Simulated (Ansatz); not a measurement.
# CH₄BBrO₂: one species, many methods

How much do the methods differ for CH₄BBrO₂? The plan is to run it at one geometry with functionals of several rungs and with coupled cluster. The yardstick is the atomisation energy at the CCSD(T) limit.

Computed with Ansatz 0.2.0, Gaussian basis. Level: functionals in def2-TZVPP, the program's frozen cores in correlated methods.

Levels to be run: PBE-D4, r2SCAN-D4, PBE0-D4, B3LYP-D4, ωB97X-V, ωB97M-V, B2PLYP; CCSD(T)/def2-TZVPP; MP2/def2-QZVPP; extrapolation to the limit.

## (1) The geometry

The geometry comes from an earlier relaxation with PBE0-D4 in a triple-zeta def2 set; it is a stationary point, not always the lowest conformer.

SMILES `COB(O)Br`, 9 atoms, charge 0, spin multiplicity 1.

Atoms are counted from 1 here; the program's logs count them from 0.

Bond lengths: C1–O2 1.415 Å, C1–H6 1.089 Å, C1–H7 1.092 Å, C1–H8 1.092 Å, O2–B3 1.347 Å, B3–O4 1.351 Å, B3–Br5 1.936 Å, O4–H9 0.963 Å. Angles: O2–C1–H6 107.2°, O2–C1–H7 110.9°, O2–C1–H8 110.9°, H6–C1–H7 109.5°, H6–C1–H8 109.5°, H7–C1–H8 108.9°, C1–O2–B3 124.5°, O2–B3–O4 120.8°, O2–B3–Br5 122.1°, O4–B3–Br5 117.0°, B3–O4–H9 111.7°.

## (2) PBE-D4 (GGA)

Input file in.yaml:

```yaml
crystal:
  periodic: [false, false, false]
  atoms:
    - {symbol: C, position_ang: [0.679470, -1.111605, 0.430493]}
    - {symbol: O, position_ang: [-0.422084, -0.399430, -0.100620]}
    - {symbol: B, position_ang: [-0.439715, 0.931157, -0.311164]}
    - {symbol: O, position_ang: [-1.533279, 1.536548, -0.822519]}
    - {symbol: Br, position_ang: [1.079146, 2.058806, 0.098462]}
    - {symbol: H, position_ang: [0.390336, -2.160599, 0.480691]}
    - {symbol: H, position_ang: [0.928357, -0.754503, 1.431836]}
    - {symbol: H, position_ang: [1.557220, -1.006447, -0.210317]}
    - {symbol: H, position_ang: [-2.239451, 0.906074, -0.996851]}
basis:
  gaussian: {orbitals: def2-TZVPP}
hamiltonian: {xc: pbe, dispersion: d4}
output: {forces: true, orbitals: {seedname: orbitals}}
```

Command:

```
ansatz run in.yaml --threads 2 --pin off --events-out ev --progress --plain --max-ram 32768MiB --backend cpu
```

Further steps of the session: r2SCAN-D4 (meta-GGA); PBE0-D4 (hybrid); B3LYP-D4 (hybrid); ωB97X-V (range-separated); ωB97M-V (range-separated); B2PLYP (double hybrid); CCSD(T) in def2-TZVPP; MP2 in def2-QZVPP.

**Question.** What will the summary of the whole plan be? Wanted: atomisation energy, CCSD(T)/CBS; farthest; mean size of error, hybrid; mean size of error, range-separated; gap, smallest and largest; T1 diagnostic; triples share of the correlation energy.

As calculated:

| quantity | value |
| --- | --- |
| atomisation energy, CCSD(T)/CBS | 37.589 eV |
| functionals within 0.376 eV (1.0 %) | r2SCAN-D4, PBE0-D4, B3LYP-D4, ωB97X-V, ωB97M-V |
| farthest | PBE-D4 (+0.886 eV) |
| mean size of error, hybrid | 0.089 eV |
| mean size of error, range-separated | 0.066 eV |
| gap, smallest and largest | 6.76 eV (PBE-D4), 13.20 eV (ωB97X-V) |
| T1 diagnostic | 0.0105 |
| triples share of the correlation energy | 3.6 % |

**Reading.** PBE-D4 misses by +0.886 eV. Double hybrids carry the basis error of their MP2 part in triple zeta, and no dispersion term here, so their miss is partly the set-up's. The reference freezes the cores and leaves out relativity and excitations past (T), and its outer-core shells are covered unevenly, so misses under about 0.376 eV can't be ranked. All levels share the lack of spin-orbit coupling, which lowers the free heavy atoms and so the true binding. Hartree-Fock recovers 73 % of the binding; the rest is correlation. The gap grows from 6.8 to 13.2 eV across the functionals, mostly with the share of exact exchange. Correlated methods include outer-core shells of Br, which these sets cover unevenly.
